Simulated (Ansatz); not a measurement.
# CH4BClO: the cost of one run

Program: Ansatz 0.2.0. Level of theory: RKS PBE-D4/def2-SVP. These are calculated values, not measurements.

## (1) The starting structure

Bond lengths: B1–Cl2 1.860 Å, B1–O3 1.410 Å, O3–H4 1.010 Å, B1–C5 1.600 Å, C5–H6 1.110 Å, C5–H7 1.110 Å, C5–H8 1.110 Å. Angles: Cl2–B1–O3 120.0°, Cl2–B1–C5 120.0°, O3–B1–C5 120.0°, B1–O3–H4 109.5°, B1–C5–H6 109.5°, B1–C5–H7 109.5°, B1–C5–H8 109.5°, H6–C5–H7 109.4°, H6–C5–H8 109.4°, H7–C5–H8 109.4°.

Structure file:

```xyz
8

B     0.0000    0.0000    0.0000
Cl    0.0000    0.0000    1.8600
O     1.2211    0.0000   -0.7050
H     1.5209   -0.9519   -0.8599
C    -1.3856    0.0000   -0.8000
H    -1.9458   -0.9305   -0.5708
H    -1.9898    0.8797   -0.4946
H    -1.1839    0.0508   -1.8903
```

## (2) Preparing the start

Contents of input.yaml:

```yaml
crystal:
  periodic: [false, false, false]
  atoms:
    - { symbol: B, position_ang: [0.0, 0.0, 0.0] }
    - { symbol: Cl, position_ang: [0.0, 0.0, 1.86] }
    - { symbol: O, position_ang: [1.2211, 0.0, -0.705] }
    - { symbol: H, position_ang: [1.5209, -0.9519, -0.8599] }
    - { symbol: C, position_ang: [-1.3856, 0.0, -0.8] }
    - { symbol: H, position_ang: [-1.9458, -0.9305, -0.5708] }
    - { symbol: H, position_ang: [-1.9898, 0.8797, -0.4946] }
    - { symbol: H, position_ang: [-1.1839, 0.0508, -1.8903] }
basis:
  gaussian: { orbitals: def2-SVP }
hamiltonian:
  xc: pbe
  dispersion: d4
relax:
  f_tol: 0.02
  max_steps: 40
```

Command:

```sh
> ansatz run input.yaml --threads 1 --pin off --max-ram 2048MiB --backend cpu --events-out ev --progress --plain --runs-dir out
```

**Question.** How long does this run take on 1 thread of Arm Neoverse V2, shared host, and how much memory does it need?

About 24 s, with a peak of 0.14 GiB.
